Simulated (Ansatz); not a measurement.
# C₃H₈Al radical: one species, many methods

An exercise on one series of results from a longer session: the logs are not shown, and one member is left open.

Method: functionals in def2-TZVPP, the program's frozen cores in correlated methods; program: Ansatz 0.2.0, Gaussian basis.

Levels to be run: LDA (SPW92), PBE-D4, revPBE-D4, BLYP-D4, r2SCAN-D4, B97M-V, PBE0-D4, B3LYP-D4, r2SCANh-D4, r2SCAN0-D4, HSE06-D4, BHLYP-D4, CAM-B3LYP-D4, LC-ωPBE, ωB97X-V, ωB97M-V, B2PLYP, PBE-QIDH; CCSD(T)/def2-SVP; MP2/def2-TZVPP; MP2/def2-QZVPP; RPA on PBE.

1 further run of the same task is left out (it didn't finish). Runs told in other sessions of the task aren't counted.

### Structure used throughout

An earlier PBE0-D4 in a triple-zeta def2 set relaxation fixed the geometry.

SMILES `C[CH](C)[AlH]`, 12 atoms, charge 0, spin multiplicity 2.

Atoms are counted from 1 here; the program's logs count them from 0.

Bond lengths: C1–C2 1.527 Å, C1–H5 1.094 Å, C1–H6 1.095 Å, C1–H7 1.098 Å, C2–C3 1.527 Å, C2–Al4 1.991 Å, C2–H8 1.095 Å, C3–H9 1.095 Å, C3–H10 1.094 Å, C3–H11 1.098 Å, Al4–H12 1.614 Å. Angles: C2–C1–H5 112.5°, C2–C1–H6 111.6°, C2–C1–H7 111.0°, H5–C1–H6 107.5°, H5–C1–H7 107.1°, H6–C1–H7 106.8°, C1–C2–C3 111.2°, C1–C2–Al4 108.8°, C1–C2–H8 109.0°, C3–C2–Al4 108.7°, C3–C2–H8 109.0°, Al4–C2–H8 110.1°, C2–C3–H9 111.6°, C2–C3–H10 112.5°, C2–C3–H11 111.0°, H9–C3–H10 107.5°, H9–C3–H11 106.8°, H10–C3–H11 107.1° and more.

Set-up of the first run:

Input file in.yaml:

```yaml
crystal:
  periodic: [false, false, false]
  atoms:
    - {symbol: C, position_ang: [-0.203653, 0.841456, -1.018407]}
    - {symbol: C, position_ang: [0.067921, -0.500695, -0.341808]}
    - {symbol: C, position_ang: [0.968662, -0.330331, 0.879866]}
    - {symbol: Al, position_ang: [-1.665244, -1.284265, 0.245666]}
    - {symbol: H, position_ang: [-0.796586, 0.737907, -1.932325]}
    - {symbol: H, position_ang: [-0.739402, 1.527764, -0.353529]}
    - {symbol: H, position_ang: [0.734219, 1.338667, -1.297730]}
    - {symbol: H, position_ang: [0.558928, -1.168414, -1.057215]}
    - {symbol: H, position_ang: [0.495975, 0.293828, 1.646081]}
    - {symbol: H, position_ang: [1.227399, -1.285739, 1.346573]}
    - {symbol: H, position_ang: [1.911798, 0.161208, 0.608360]}
    - {symbol: H, position_ang: [-2.483118, -0.386386, 1.308368]}
basis:
  gaussian: {orbitals: def2-TZVPP}
magnetization: {spin_polarized: true, initial_magnetization: 1}
hamiltonian: {xc: lda}
output: {orbitals: {seedname: orbitals}}
```

The run is started by

```console
$ ansatz run in.yaml --threads 4 --pin off --events-out ev --progress --plain --max-ram 10444MiB
```

Among the steps run: LDA; PBE-D4 (GGA); revPBE-D4 (GGA); BLYP-D4 (GGA); r2SCAN-D4 (meta-GGA); B97M-V (meta-GGA); PBE0-D4 (hybrid); B3LYP-D4 (hybrid); r2SCANh-D4 (hybrid); r2SCAN0-D4 (hybrid); HSE06-D4 (hybrid); BHLYP-D4 (hybrid); CAM-B3LYP-D4 (range-separated); LC-ωPBE (range-separated); ωB97X-V (range-separated); ωB97M-V (range-separated); B2PLYP (double hybrid); PBE-QIDH (double hybrid).

One of the session's tables, all rows but one given; the rest of the session is left out.

It belongs to the step «Orbital energies across the functionals». 

| functional | HOMO (eV) | LUMO (eV) | gap (eV) |
| --- | --- | --- | --- |
| LDA (SPW92) | -4.16 | -3.11 | 1.05 |
| PBE-D4 | -4.20 | -2.76 | 1.44 |
| revPBE-D4 | -4.19 | -2.64 | 1.54 |
| BLYP-D4 | -4.00 | -2.81 | 1.19 |
| r2SCAN-D4 | -4.48 | -2.35 | 2.12 |
| B97M-V | -4.17 | -3.12 | 1.05 |
| PBE0-D4 | -5.18 | -1.96 | 3.23 |
| B3LYP-D4 | ? | ? | ? |
| r2SCANh-D4 | -4.84 | -2.11 | 2.73 |
| r2SCAN0-D4 | -5.38 | -1.76 | 3.62 |
| HSE06-D4 | -4.79 | -2.33 | 2.46 |
| BHLYP-D4 | -6.00 | -1.33 | 4.67 |
| CAM-B3LYP-D4 | -6.34 | -1.20 | 5.14 |
| LC-ωPBE | -7.69 | 0.12 | 7.81 |
| ωB97X-V | -7.24 | -0.34 | 6.90 |
| ωB97M-V | -6.82 | -0.48 | 6.34 |

Q: Estimate the row for B3LYP-D4 from the others.

Worked estimate for «HOMO (eV)». Against the share of exact exchange, BLYP-D4 (0, -4.00), BHLYP-D4 (0.5, -6.00) give a slope of -4.00 per unit share; at 0.2 the line stands at -4.80.

The run gave: HOMO (eV): -4.94; LUMO (eV): -2.35; gap (eV): 2.59. In «HOMO (eV)» the line misses by +0.14.
